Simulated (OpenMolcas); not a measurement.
**Mn⁴⁺ among point charges: CASSCF and CASPT2 levels and susceptibility**

Aim: the splitting of the states of Mn⁴⁺ in the field of 5 point charges, its lowest levels with spin-orbit coupling and its magnetic susceptibility.

The numbers are computed with OpenMolcas 26.06 (state-averaged CASSCF and CASPT2, spin-orbit coupling by RASSI with atomic mean-field integrals), except any that are marked as measured or tabulated.

## Step 1: The atom as given

```
Species                           : Mn⁴⁺ (manganese, Z = 25, 21 electrons)
Basis                             : ANO-RCC-VTZP [6s5p3d2f1g], 59 functions
Scalar Hamiltonian                : DKH2, point nucleus
Inactive shells                   : 1s 2s 2p 3s 3p
Active space                      : 3 electrons in 5 orbitals (3d)
Some configurations of this space : 3d³
Orbitals                          : optimised for each spin and parity, averaged over all roots
```

Outer shells as boxes (Hund's rule):

3d3
```
3d [↑ ][↑ ][↑ ][  ][  ]
```

The ion sits among 5 point charges of -2.5 e arranged as a trigonal bipyramid (D3h), 1.85 Å from the ion, with the axial distance 1.980 Å.

Each step is its own input file, run in one work folder so that later steps find the files of earlier ones. Labels, J, g values, rates, χT and fits are worked out afterwards by a script from the matrices that RASSI stores.

## Step 2: Basis and integrals

The input, a.inp:

```
&GATEWAY
Coord
1

Mn 0.0 0.0 0.0
Basis=ANO-RCC-VTZP
Group=NoSym
NoMove
AngMom=0.0 0.0 0.0
AMFI
XField
5 Angstrom 0
1.850000 0.000000 0.000000 -2.500000
-0.925000 1.602147 0.000000 -2.500000
-0.925000 -1.602147 0.000000 -2.500000
0.000000 0.000000 1.979500 -2.500000
0.000000 0.000000 -1.979500 -2.500000
&SEWARD
```

## Step 3: Reference wave functions, quartets, 10 roots

The input, a.inp:

```
&RASSCF
FileOrb=start.orb
Symmetry=1
Spin=4
nActEl=3 0 0
Inactive=9
Ras2=5
CIRoot=10 10 1
SDav=10
CIMx=300
Iter=120 100
PrWF=0.3
OrbListing=Nothing
MaxOrb=0
>>> COPY $Project.JobIph JOB001
```

start.orb holds the contracted functions of the basis, ordered by shell, or the orbitals of the step before.

## Step 4: CASSCF: doublets, 40 roots

The input, a.inp:

```
&RASSCF
FileOrb=start.orb
Symmetry=1
Spin=2
nActEl=3 0 0
Inactive=9
Ras2=5
CIRoot=40 40 1
SDav=40
CIMx=300
Iter=120 100
PrWF=0.3
OrbListing=Nothing
MaxOrb=0
>>> COPY $Project.JobIph JOB002
```

## Step 5: State interaction with spin-orbit coupling

The input, a.inp:

```
&RASSI
NrOfJobIphs=2 10 40
1 2 3 4 5 6 7 8 9 10
1 2 3 4 5 6 7 8 9 10 11 12 13 14 15 16 17 18 19 20 21 22 23 24 25 26 27
28 29 30 31 32 33 34 35 36 37 38 39 40
IphNames
JOB001
JOB002
EJob
SpinOrbit
DIPRint=1.0
SOCoupling=1000.0
Subsets=2
Property=9
'ANGMOM' 1 'ANGMOM' 2 'ANGMOM' 3 'MLTPL  1' 1 'MLTPL  1' 2 'MLTPL  1' 3
'AMFI' 1 'AMFI' 2 'AMFI' 3
SOProperty=3
'ANGMOM' 1 'ANGMOM' 2 'ANGMOM' 3
```

## Step 6: CASPT2: IPEA 0.25, imaginary shift 0.1 (closed shells correlated: 3s 3p)

The input, a.inp:

```
>>> COPY JOB001 $Project.JobIph
&CASPT2
Multistate=10 1 2 3 4 5 6 7 8 9 10
NoMult
Frozen=5
IPEA=0.25
Imaginary=0.1
MaxIter=60
WThr=0.0 0.3 0.05
PrWF=0.5
NoMix
>>> COPY JOB002 $Project.JobIph
&CASPT2
Multistate=40 1 2 3 4 5 6 7 8 9 10 11 12 13 14 15 16 17 18 19 20 21 22
23 24 25 26 27 28 29 30 31 32 33 34 35 36 37 38 39 40
NoMult
Frozen=5
IPEA=0.25
Imaginary=0.1
MaxIter=60
WThr=0.0 0.3 0.05
PrWF=0.5
NoMix
```

(Steps that only read results are left out.)

What does the calculation give? Wanted: spin-free ground state; first state of the same spin within the active space; lowest level; next level.

The runs gave:

| quantity | value |
| --- | --- |
| method | SS-CASPT2, IPEA 0.25, imaginary shift 0.1 (closed shells correlated: 3s 3p) |
| spin-free ground state | 4E, 2-fold in its orbital part |
| first state of the same spin within the active space | 4E at 1540 cm⁻¹ |
| lowest level | 2-fold E1/2, g = 0.07, 0.07, 1.93 |
| next level | 212.2 cm⁻¹ |
| χT at 300 K | 0.88 cm³ K/mol |
| effective moment at 300 K | 2.65 μB |

Cost by method:

| method | time of its own steps | time with the reference |
| --- | --- | --- |
| A. CASSCF | 17 s | 17 s |
| B. SS-CASPT2, IPEA 0.25, imaginary shift 0.1, +3s 3p | 14 s | 31 s |

Times are of one thread on a shared host.

What this shows: The spin-free ground state (4E) comes to 100 % from free-ion F terms and keeps the highest spin of the shell. χT at 300 K is 0.88, against 1.88 cm³ K/mol for the spin alone, so spin-orbit coupling lowers it. CASPT2 does not keep the components of a term degenerate, and the means are used. The field of point charges can differ much from that of real complexes. Point charges carry no covalency, so the field is a model and not that of real ligands.
